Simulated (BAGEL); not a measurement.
# CH3BClFO (SMILES BC(O)(F)Cl) at B3LYP/6-31G(d) (density fitting with qzvpp-jkfit, spherical functions)

What is the energy change on altering one bond length of CH3BClFO at B3LYP/6-31G* (density fitting with qzvpp-jkfit, spherical functions)? 

Program for the calculation: BAGEL 1.2.2.

1 further run of the same task is left out (set aside as unsound or not needed). Runs told in other sessions of the task aren't counted.

## Step 1: The molecule

CH3BClFO has 8 atoms, charge 0, and is taken as a singlet. As SMILES, `BC(O)(F)Cl`. The coordinates come from a PBE0-D4/def2-TZVP relaxation. This is one conformer, not always the lowest.

Bond lengths: B1–C2 1.545 Å, C2–O3 1.458 Å, C2–F4 1.346 Å, C2–Cl5 1.742 Å, B1–H6 1.192 Å, B1–H7 1.187 Å, O3–H8 0.968 Å. Angles: B1–C2–O3 74.1°, B1–C2–F4 121.2°, B1–C2–Cl5 125.0°, O3–C2–F4 108.7°, O3–C2–Cl5 110.1°, F4–C2–Cl5 109.4°, C2–B1–H6 116.5°, C2–B1–H7 119.5°, C2–O3–H8 107.1°, H6–B1–H7 123.9°.

## Step 2: The energy at B3LYP/6-31G(d) (density fitting with qzvpp-jkfit, spherical functions)

input.json

```json
{ "bagel" : [

{
  "title" : "molecule",
  "basis" : "6-31gs.json",
  "df_basis" : "qzvpp-jkfit",
  "angstrom" : "true",
  "geometry" : [
    { "atom" : "B", "xyz" : [      -0.496700,       0.835900,       0.196700 ] },
    { "atom" : "C", "xyz" : [       0.656000,      -0.125700,      -0.169000 ] },
    { "atom" : "O", "xyz" : [      -0.573100,      -0.892300,      -0.337200 ] },
    { "atom" : "F", "xyz" : [       1.403700,      -0.711800,       0.783800 ] },
    { "atom" : "Cl", "xyz" : [       1.548100,      -0.091800,      -1.664700 ] },
    { "atom" : "H", "xyz" : [      -0.796500,       0.892200,       1.348900 ] },
    { "atom" : "H", "xyz" : [      -0.991600,       1.504400,      -0.650000 ] },
    { "atom" : "H", "xyz" : [      -0.657600,      -1.468100,       0.435900 ] }
  ]
},

{
  "title" : "ks",
  "xc_func" : "b3lyp"
},

{
  "title" : "print",
  "file" : "orbitals.molden",
  "orbitals" : "true"
}

]}
```

The basis set 6-31G* is read from a file made from the Basis Set Exchange's data (not shown).

Started as:

```sh
$ BAGEL_NUM_THREADS=1 BAGEL input.json > input.out
```

The log of the run:

```text
* using 1 threads per process

  ===============================================================
  ===============================================================

  *** Geometry ***

  { "atom" : "B", "xyz" : [     -0.938627,      1.579622,      0.371709 ] },
  { "atom" : "C", "xyz" : [      1.239660,     -0.237539,     -0.319364 ] },
  { "atom" : "O", "xyz" : [     -1.083002,     -1.686203,     -0.637216 ] },
  { "atom" : "F", "xyz" : [      2.652609,     -1.345107,      1.481167 ] },
  { "atom" : "Cl", "xyz" : [      2.925485,     -0.173477,     -3.145827 ] },
  { "atom" : "H", "xyz" : [     -1.505167,      1.686014,      2.549052 ] },
  { "atom" : "H", "xyz" : [     -1.873852,      2.842904,     -1.228322 ] },
  { "atom" : "H", "xyz" : [     -1.242684,     -2.774307,      0.823732 ] },

  Number of auxiliary basis functions:      486

  Since a DF basis is specified, we compute 2- and 3-index integrals:
    o Being stored without compression. Storage requirement is 0.025 GB

  Number of basis functions:       80
  Number of electrons      :       48

    * METHOD: MOLECULE                             0.26

  *** Kohn-Sham DFT ***

    * Removing 16146 points whose weight is below 1.00e-10
    * Grid points: 103102

  === Nuclear Repulsion ===
   223.9387327252

       - DIIS with orbital gradients will be used.

  === KS iteration (b3lyp / 6-31gs.json) ===
      0       -668.18085266          0.14184424           0.42
      1       -621.99918282          0.17599495           0.38
      2       -620.70534416          0.21736530           0.38
      3       -687.18996458          0.11017874           0.38
      4       -689.70001906          0.13175253           0.37
      5       -698.52175010          0.05435081           0.37
      6       -699.70955277          0.02300185           0.38
      7       -699.83760983          0.01650046           0.37
      8       -699.96803846          0.00242720           0.37
      9       -699.97008835          0.00163306           0.38
     10       -699.97167192          0.00043543           0.38
     11       -699.97177279          0.00008398           0.37
     12       -699.97177610          0.00002029           0.37
     13       -699.97177628          0.00000908           0.39
     14       -699.97177631          0.00000233           0.37
     15       -699.97177631          0.00000053           0.37
     16       -699.97177631          0.00000030           0.35
     17       -699.97177631          0.00000009           0.38
     18       -699.97177631          0.00000003           0.38
     19       -699.97177631          0.00000001           0.38
    * SCF iteration converged.

    * Permanent dipole moment:
           (    0.288625,     0.509753,    -0.487454) a.u.

    * METHOD: KS                                   8.10

    * METHOD: PRINT                                0.02

  ===============================================================
```

Run time: 8.7 s. Hardware: 1 thread of Arm Neoverse V1, shared host; peak memory 0.41 GiB.

## Step 3: The distorted shape at the same level

input.json

```json
{ "bagel" : [

{
  "title" : "molecule",
  "basis" : "6-31gs.json",
  "df_basis" : "qzvpp-jkfit",
  "angstrom" : "true",
  "geometry" : [
    { "atom" : "B", "xyz" : [      -0.842478,       1.124353,       0.306400 ] },
    { "atom" : "C", "xyz" : [       0.656000,      -0.125700,      -0.169000 ] },
    { "atom" : "O", "xyz" : [      -0.573100,      -0.892300,      -0.337200 ] },
    { "atom" : "F", "xyz" : [       1.403700,      -0.711800,       0.783800 ] },
    { "atom" : "Cl", "xyz" : [       1.548100,      -0.091800,      -1.664700 ] },
    { "atom" : "H", "xyz" : [      -1.142278,       1.180653,       1.458600 ] },
    { "atom" : "H", "xyz" : [      -1.337378,       1.792853,      -0.540300 ] },
    { "atom" : "H", "xyz" : [      -0.657600,      -1.468100,       0.435900 ] }
  ]
},

{ "title" : "ks", "xc_func" : "b3lyp" },

{ "title" : "print", "file" : "orbitals.molden", "orbitals" : "true" }

]}
```

The basis set 6-31G* is read from a file made from the Basis Set Exchange's data (not shown).

Started as:

```sh
$ BAGEL_NUM_THREADS=1 BAGEL input.json > input.out
```

The log of the run:

```text
* using 1 threads per process

  ===============================================================
  ===============================================================

  *** Geometry ***

  { "atom" : "B", "xyz" : [     -1.592053,      2.124719,      0.579012 ] },
  { "atom" : "C", "xyz" : [      1.239660,     -0.237539,     -0.319364 ] },
  { "atom" : "O", "xyz" : [     -1.083002,     -1.686203,     -0.637216 ] },
  { "atom" : "F", "xyz" : [      2.652609,     -1.345107,      1.481167 ] },
  { "atom" : "Cl", "xyz" : [      2.925485,     -0.173477,     -3.145827 ] },
  { "atom" : "H", "xyz" : [     -2.158593,      2.231111,      2.756355 ] },
  { "atom" : "H", "xyz" : [     -2.527278,      3.388001,     -1.021019 ] },
  { "atom" : "H", "xyz" : [     -1.242684,     -2.774307,      0.823732 ] },

  Number of auxiliary basis functions:      486

  Since a DF basis is specified, we compute 2- and 3-index integrals:
    o Being stored without compression. Storage requirement is 0.025 GB

  Number of basis functions:       80
  Number of electrons      :       48

    * METHOD: MOLECULE                             0.26

  *** Kohn-Sham DFT ***

    * Removing 15108 points whose weight is below 1.00e-10
    * Grid points: 104140

  === Nuclear Repulsion ===
   214.6166615521

       - DIIS with orbital gradients will be used.

  === KS iteration (b3lyp / 6-31gs.json) ===
      0       -666.82958579          0.13734452           0.40
      1       -590.23176642          0.16894231           0.38
      2       -634.58740574          0.19369458           0.38
      3       -686.65349204          0.09686971           0.38
      4       -691.09972522          0.08980210           0.39
      5       -699.63927382          0.02402177           0.41
      6       -699.23412570          0.04137785           0.39
      7       -699.89169929          0.00672713           0.42
      8       -699.91586379          0.00260889           0.38
      9       -699.91925865          0.00092707           0.37
     10       -699.91939924          0.00088700           0.38
     11       -699.91976719          0.00008324           0.37
     12       -699.91977046          0.00001154           0.38
     13       -699.91977054          0.00000662           0.38
     14       -699.91977057          0.00000246           0.37
     15       -699.91977057          0.00000078           0.37
     16       -699.91977057          0.00000041           0.39
     17       -699.91977057          0.00000042           0.40
     18       -699.91977057          0.00000007           0.42
     19       -699.91977057          0.00000003           0.40
     20       -699.91977057          0.00000001           0.38
     21       -699.91977057          0.00000000           0.42
    * SCF iteration converged.

    * Permanent dipole moment:
           (    0.524397,     0.234693,    -0.599730) a.u.

    * METHOD: KS                                   9.11

    * METHOD: PRINT                                0.02

  ===============================================================
```

Wall time 9.6 s (1 thread of Arm Neoverse V1, shared host); peak memory 0.41 GiB.

## Step 4: Results

Level: B3LYP/6-31G* (density fitting with qzvpp-jkfit, spherical functions).

| quantity | value |
| --- | --- |
| first shape: total energy | -699.97178 Eh |
| first shape: dipole moment | 1.94 D |
| first shape: HOMO energy | -8.18 eV |
| first shape: LUMO energy | 0.05 eV |
| first shape: HOMO–LUMO gap | 8.22 eV |
| distorted shape: total energy | -699.91977 Eh |
| distorted shape: dipole moment | 2.11 D |
| distorted shape: HOMO energy | -6.93 eV |
| distorted shape: LUMO energy | -1.17 eV |
| distorted shape: HOMO–LUMO gap | 5.76 eV |
| energy change with the B1–C2 bond stretched from 1.545 to 2.009 Å | 1.415 eV |

What this shows: With the B1–C2 bond stretched from 1.545 to 2.009 Å the energy rises by 1.42 eV (33 kcal/mol). The first shape isn't relaxed at this level, so the change isn't measured from a minimum.
